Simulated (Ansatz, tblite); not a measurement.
# Octacene (C34H20): a ladder of methods and basis sets

The task here is to estimate one member of a computed series from the others.

The runs use Ansatz 0.2.0, Gaussian basis; as each input shows.

Plan: GFN1-xTB, GFN2-xTB, PBE-D4/def2-TZVP, r2SCAN-D4/def2-TZVP, B3LYP-D4/def2-TZVP, BHLYP-D4/def2-TZVP, PBE-D4/def2-SVP, PBE0-D4/def2-SVP, HF/STO-3G, HF/6-31G, B3LYP-D4/6-31G, MP2/def2-SVP, RPA/def2-SVP.

### The relaxed structure

The singlet was relaxed beforehand with PBE-D4/def2-SVP.

SMILES `c1ccc2cc3cc4cc5cc6cc7cc8ccccc8cc7cc6cc5cc4cc3cc2c1`, 54 atoms, charge 0, spin multiplicity 1.

Bond lengths: C1–C2 1.436 Å, C1–C34 1.377 Å, C1–H35 1.101 Å, C2–C3 1.377 Å, C2–H36 1.101 Å, C3–C4 1.438 Å, C3–H37 1.101 Å, C4–C5 1.398 Å, C4–C33 1.464 Å, C5–C6 1.421 Å, C5–H38 1.102 Å, C6–C7 1.405 Å, C6–C31 1.468 Å, C7–C8 1.415 Å, C7–H39 1.102 Å, C8–C9 1.409 Å, C8–C29 1.471 Å, C9–C10 1.412 Å and more. Angles: C2–C1–C34 120.5°, C2–C1–H35 119.4°, C34–C1–H35 120.1°, C1–C2–C3 120.5°, C1–C2–H36 119.4°, C3–C2–H36 120.1°, C2–C3–C4 121.0°, C2–C3–H37 120.6°, C4–C3–H37 118.4°, C3–C4–C5 122.2°, C3–C4–C33 118.5°, C5–C4–C33 119.3°, C4–C5–C6 122.0°, C4–C5–H38 119.2°, C6–C5–H38 118.7°, C5–C6–C7 122.2°, C5–C6–C31 118.7°, C7–C6–C31 119.1° and more.

PBE0-D4/def2-TZVP was run before; its log isn't repeated, and its numbers join the tables.

Set-up of the first run:

Tight binding, by tblite at 300 K electronic temperature and without a spin-polarisation term:

```python
tblite.interface.Calculator('GFN1-xTB', numbers, positions, charge=0, uhf=0).singlepoint()
```

Tight binding, by tblite at 300 K electronic temperature and without a spin-polarisation term:

```python
tblite.interface.Calculator('GFN2-xTB', numbers, positions, charge=0, uhf=0).singlepoint()
```

start.molden holds the orbitals of an earlier run on this state, given as this run's starting guess.

The input, in.yaml:

```yaml
crystal:
  periodic: [false, false, false]
  atoms:
    - {symbol: C, position_ang: [9.803427, -0.985120, -0.723525]}
    - {symbol: C, position_ang: [9.722777, 0.013239, -1.752074]}
    - {symbol: C, position_ang: [8.507837, 0.557672, -2.104264]}
    - {symbol: C, position_ang: [7.293434, 0.143320, -1.454953]}
    - {symbol: C, position_ang: [6.047489, 0.678928, -1.792236]}
    - {symbol: C, position_ang: [4.850001, 0.266190, -1.147206]}
    - {symbol: C, position_ang: [3.594988, 0.802031, -1.483023]}
    - {symbol: C, position_ang: [2.404652, 0.388738, -0.838245]}
    - {symbol: C, position_ang: [1.144799, 0.924366, -1.172838]}
    - {symbol: C, position_ang: [-0.041562, 0.510846, -0.528161]}
    - {symbol: C, position_ang: [-1.304798, 1.046350, -0.862106]}
    - {symbol: C, position_ang: [-2.487727, 0.632499, -0.217511]}
    - {symbol: C, position_ang: [-3.754866, 1.168080, -0.550592]}
    - {symbol: C, position_ang: [-4.932810, 0.753616, 0.094111]}
    - {symbol: C, position_ang: [-6.206925, 1.289456, -0.237381]}
    - {symbol: C, position_ang: [-7.375734, 0.874553, 0.406635]}
    - {symbol: C, position_ang: [-8.667081, 1.413620, 0.075142]}
    - {symbol: C, position_ang: [-9.803124, 0.986838, 0.726137]}
    - {symbol: C, position_ang: [-9.722173, -0.011048, 1.755122]}
    - {symbol: C, position_ang: [-8.507245, -0.556083, 2.106421]}
    - {symbol: C, position_ang: [-7.293194, -0.142773, 1.455791]}
    - {symbol: C, position_ang: [-6.047249, -0.678800, 1.792364]}
    - {symbol: C, position_ang: [-4.850046, -0.266713, 1.146418]}
    - {symbol: C, position_ang: [-3.595026, -0.802751, 1.481835]}
    - {symbol: C, position_ang: [-2.404862, -0.389693, 0.836621]}
    - {symbol: C, position_ang: [-1.145025, -0.925378, 1.171138]}
    - {symbol: C, position_ang: [0.041277, -0.511945, 0.526346]}
    - {symbol: C, position_ang: [1.304468, -1.047555, 0.860223]}
    - {symbol: C, position_ang: [2.487401, -0.633624, 0.215729]}
    - {symbol: C, position_ang: [3.754441, -1.169375, 0.548874]}
    - {symbol: C, position_ang: [4.932531, -0.754575, -0.095300]}
    - {symbol: C, position_ang: [6.206596, -1.290196, 0.236726]}
    - {symbol: C, position_ang: [7.375682, -0.874487, -0.406239]}
    - {symbol: C, position_ang: [8.667015, -1.413121, -0.073985]}
    - {symbol: H, position_ang: [10.783972, -1.407808, -0.456801]}
    - {symbol: H, position_ang: [10.642647, 0.341750, -2.259218]}
    - {symbol: H, position_ang: [8.444457, 1.323748, -2.892831]}
    - {symbol: H, position_ang: [5.986745, 1.444967, -2.581767]}
    - {symbol: H, position_ang: [3.533659, 1.567893, -2.272436]}
    - {symbol: H, position_ang: [1.082924, 1.690120, -1.962265]}
    - {symbol: H, position_ang: [-1.366964, 1.812010, -1.651602]}
    - {symbol: H, position_ang: [-3.817616, 1.933798, -1.340031]}
    - {symbol: H, position_ang: [-6.270179, 2.055157, -1.027041]}
    - {symbol: H, position_ang: [-8.727634, 2.179134, -0.714195]}
    - {symbol: H, position_ang: [-10.783624, 1.410072, 0.460109]}
    - {symbol: H, position_ang: [-10.641728, -0.338445, 2.263556]}
    - {symbol: H, position_ang: [-8.443590, -1.321744, 2.895371]}
    - {symbol: H, position_ang: [-5.986191, -1.444499, 2.582199]}
    - {symbol: H, position_ang: [-3.533451, -1.568372, 2.271461]}
    - {symbol: H, position_ang: [-1.083153, -1.690955, 1.960734]}
    - {symbol: H, position_ang: [1.366641, -1.813274, 1.649658]}
    - {symbol: H, position_ang: [3.816987, -1.935233, 1.338192]}
    - {symbol: H, position_ang: [6.269524, -2.056411, 1.025913]}
    - {symbol: H, position_ang: [8.727248, -2.179029, 0.714993]}
basis:
  gaussian: {orbitals: def2-TZVP, fitting: {mean_field: def2-universal-jkfit}, initial_orbitals: start.molden}
hamiltonian: {xc: pbe, dispersion: d4}
scf: {omitted_lower_state_checks: [starts]}
output: {forces: true, orbitals: {seedname: orbitals}}
```

Launch:

```sh
ansatz run in.yaml --threads 4 --pin off --events-out ev --progress --plain --max-ram 46080MiB --backend cuda --devices 0, --max-vram 37GiB
```

Steps of the session up to this table: PBE-D4/def2-TZVP; r2SCAN-D4/def2-TZVP; B3LYP-D4/def2-TZVP; BHLYP-D4/def2-TZVP; PBE-D4/def2-SVP; PBE0-D4/def2-SVP; HF/STO-3G; HF/6-31G; B3LYP-D4/6-31G; MP2/def2-SVP; RPA/def2-SVP.

One table of the session follows, with a row left open; its other results are not shown here.

It belongs to the step «Binding energy». 

```
              level  binding an atom (eV)
          HF/STO-3G                 4.661
           HF/6-31G                 3.874
        HF/def2-SVP                 4.171
    PBE-D4/def2-SVP                     ?
   PBE-D4/def2-TZVP                 5.803
r2SCAN-D4/def2-TZVP                 5.603
     B3LYP-D4/6-31G                 5.468
 B3LYP-D4/def2-TZVP                 5.551
   PBE0-D4/def2-SVP                 5.771
  PBE0-D4/def2-TZVP                 5.669
 BHLYP-D4/def2-TZVP                 5.350
       MP2/def2-SVP                 5.534
```

Estimate the missing values for PBE-D4/def2-SVP.

As computed: binding an atom (eV): 5.902. In the column «binding an atom (eV)» it is the highest.

To keep in mind: Free atoms were run apart at each level; binding is atoms less cluster, divided by the number of atoms, without zero-point or spin-orbit terms.
